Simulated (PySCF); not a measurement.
# C₂H₆O₃Si: electronic excitations

What electronic excitations should C₂H₆O₃Si (`CO[SiH2]C(=O)O`) show?

Computed with PySCF 2.14.0, with density-fitted response routines of our own, on a single molecule in the gas phase. Atoms are numbered from 0 throughout.

### Step 1. Starting geometry

12 atoms, charge 0, multiplicity 1; geometry from: GFN2-xTB.

Bonds of the start (Å): C0–O1 1.40, O1–Si2 1.61, Si2–C3 1.93, C3–O4 1.21, C3–O5 1.34, C0–H6 1.09, C0–H7 1.09, C0–H8 1.09, Si2–H9 1.47, Si2–H10 1.45, O5–H11 0.97.

### Step 2. Excited states and response: PBE0/def2-SVPD

What the job is given:

```
{"job": {"kind": "uv", "xc": "PBE0", "basis": "def2-SVPD", "nstates": 8, "ntriplets": 3}, "charge": 0, "multiplicity": 1}
C     -1.850471    -0.874518    -0.079508
O     -1.105507    -0.005032    -0.892443
Si     0.109785     1.001033    -0.561667
C      1.446459     0.076978     0.471919
O      1.205199    -0.808287     1.260558
O      2.701346     0.485737     0.251867
H     -2.289411    -1.635920    -0.724921
H     -2.648863    -0.324344     0.422475
H     -1.215377    -1.349757     0.668620
H     -0.275488     2.158015     0.253691
H      0.595347     1.296439    -1.896305
H      3.328180    -0.021030     0.799687
```

Level: TDDFT PBE0/def2-SVPD, vertical, gas phase, core orbitals frozen in the response.

Run with:

```
OMP_NUM_THREADS=1 python probes_run.py task.json out
```

One launch serves the whole session: the jobs run in the order shown.

What will the session give for the following? lowest singlet (PBE0/def2-SVPD); brightest single state of those computed; lowest triplet. Wanted: lowest singlet; brightest single state of those computed; lowest triplet.

**Answer**, as computed:

```
                                quantity                        value
         lowest singlet (PBE0/def2-SVPD)  4.96 eV (250 nm), f = 0.003
brightest single state of those computed  state 4, 7.01 eV, f = 0.084
                          lowest triplet                      4.27 eV
```

In words: The lowest singlet, at 4.96 eV, is HOMO→LUMO 0.92 and is weak; of the 8 states computed, the strongest absorption comes from state 4 at 7.01 eV (the last state computed is bright too, and its partners may lie past the list). The lowest triplet lies 0.70 eV below the lowest singlet (triplets in Tamm-Dancoff, singlets in full TDDFT).
